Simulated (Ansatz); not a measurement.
# CH3BOSe: basis-set convergence

An exercise on one series of results from a longer session: the logs are not shown, and one member is left open.

Program: Ansatz 0.2.0, Gaussian basis. Level of theory: one geometry, several basis sets. These are calculated values, not measurements.

Levels to be run: PBE0-D4/def2-SVP; ωB97M-V/def2-SVP; PBE0-D4/def2-QZVPP; ωB97M-V/def2-QZVPP; the functionals' def2-TZVPP values are taken from earlier runs.

## The relaxed structure

The geometry comes from an earlier relaxation with PBE0-D4 in a triple-zeta def2 set; it is a stationary point, not always the lowest conformer.

SMILES `[SeH]C1BO1`, 7 atoms, charge 0, spin multiplicity 1.

Atoms are counted from 1 here; the program's logs count them from 0.

Bond lengths: Se1–C2 1.911 Å, Se1–H5 1.469 Å, C2–B3 1.507 Å, C2–O4 1.507 Å, C2–H6 1.085 Å, B3–O4 1.327 Å, B3–H7 1.183 Å. Angles: C2–Se1–H5 96.1°, Se1–C2–B3 125.3°, Se1–C2–O4 117.4°, Se1–C2–H6 110.9°, B3–C2–O4 52.3°, B3–C2–H6 122.8°, O4–C2–H6 111.5°, C2–B3–O4 63.9°, C2–B3–H7 157.7°, O4–B3–H7 138.3°, C2–O4–B3 63.9°.

Set-up of the first run:

File in.yaml:

```yaml
crystal:
  periodic: [false, false, false]
  atoms:
    - {symbol: Se, position_ang: [-1.602810, 0.728452, -0.772642]}
    - {symbol: C, position_ang: [-0.309461, 0.166987, 0.517897]}
    - {symbol: B, position_ang: [1.017041, -0.474540, 0.200249]}
    - {symbol: O, position_ang: [0.039303, -1.298495, 0.556392]}
    - {symbol: H, position_ang: [-0.668356, 0.808974, -1.903836]}
    - {symbol: H, position_ang: [-0.560231, 0.541238, 1.504880]}
    - {symbol: H, position_ang: [2.145815, -0.540716, -0.148640]}
basis:
  gaussian: {orbitals: def2-SVP}
hamiltonian: {xc: pbe0, dispersion: d4}
output: {orbitals: {seedname: orbitals}}
```

Command:

```
ansatz run in.yaml --threads 2 --pin off --events-out ev --progress --plain --max-ram 4352MiB
```

Among the steps run: PBE0-D4 in def2-SVP; ωB97M-V in def2-SVP; PBE0-D4 in def2-QZVPP; ωB97M-V in def2-QZVPP.

One of the session's tables, all rows but one given; the rest of the session is left out.

It belongs to the step «Functionals by basis». 

```
functional       basis  HOMO (eV)
   PBE0-D4    def2-SVP      -6.85
   PBE0-D4  def2-TZVPP      -6.96
   PBE0-D4  def2-QZVPP      -6.98
   ωB97M-V    def2-SVP      -9.02
   ωB97M-V  def2-TZVPP      -9.14
   ωB97M-V  def2-QZVPP          ?
```

Q: Estimate the row for ωB97M-V, def2-QZVPP from the others.

**Answer.** HOMO (eV): -9.16. In the column «HOMO (eV)» it is the lowest.
